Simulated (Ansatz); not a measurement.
ZrH, space group I-4m2: an equation of state with a fit, run with the Ansatz DFT code, driven from Python.

`eos_zrh.py`:
```python
'''Energy against volume for ZrH, with a fit.'''

import ansatz as az
import numpy as np
from pymatgen.analysis.eos import EOS

vectors0 = np.array([
    [-1.643908, 1.643908, 2.504399],
    [1.643908, -1.643908, 2.504399],
    [1.643908, 1.643908, -2.504399],
])
sites = [
    ('Zr', [0.0, 0.0, 0.0]),
    ('H', [0.75, 0.25, 0.5]),
]


def on_lattice(cell):
    crystal = az.Crystal(lattice=az.Lattice.of(cell))
    for symbol, position in sites:
        crystal = crystal.atom(symbol, position)
    return crystal

# uniform scaling of the cell
volumes, energies, pressures = [], [], []
for scale in np.linspace(0.92, 1.08, 7):
    cell = vectors0 * scale ** (1 / 3)
    calculation = (
        on_lattice(cell).calculation()
        .functional(az.Functional.LDA)
        .basis(450)
        .occupations('cold', width=0.15)
        .kpoints(12, 12, 12)
        .stress()
    )
    rep = calculation.run().report
    volumes.append(abs(np.linalg.det(cell)) / len(sites))
    energies.append(rep['free_energy_ev'] / len(sites))
    pressures.append(np.trace(rep['stress_gpa']) / 3)
    print(f'V = {volumes[-1]:8.4f} A^3/atom  F = {energies[-1]:.5f} eV/atom  P = {pressures[-1]:8.3f} GPa')

for form in ['murnaghan', 'pourier_tarantola', 'birch_murnaghan']:
    fit = EOS(eos_name=form).fit(volumes, energies)
    print(f'{form:18s} V0 {fit.v0:8.4f} A^3/atom  B0 {fit.b0_GPa:7.1f} GPa  B1 {fit.b1:5.2f}')
```

Its results, one of them left out:

| V (Å³/atom) | F less the lowest row shown (meV/atom) |
| --- | --- |
| 12.453 | ? |
| 12.814 | 0.00 |
| 13.175 | 5.13 |
| 13.536 | 17.22 |
| 13.897 | 35.36 |
| 14.258 | 58.80 |
| 14.619 | 86.85 |

What is the missing energy at 12.453 Å³ an atom?

A third-order Birch-Murnaghan fit, E = E0 + (9 V0 B0 / 16) [(t - 1)³ B' + (t - 1)² (6 - 4t)] with t = (V0/V)^(2/3), through the 6 rows shown gives V0 = 12.754 Å³, B0 = 127.7 GPa, B' = 3.86 and E0 = -0.11 meV. At V = 12.453 Å³, t = 1.01606, and the fit extrapolates to 2.84 meV. The run gave 2.82 meV, a miss of 0.01 meV.

Shape and fractional positions are held along the curve, so the bulk modulus is an upper value where they are free to relax, by a factor of two or more in layered or hydrogen-bonded cells. Pressure is positive in compression. At these settings the cell as given stands under about -7 GPa, so it isn't at this functional's equilibrium volume. The structure comes from a database of computed cells and needn't be a stable or known phase. Wall time of the script: 8.9 s on 1 thread of AMD EPYC 9R45 96-Core Processor (Zen 5) (shared host), peak memory 0.54 GiB.
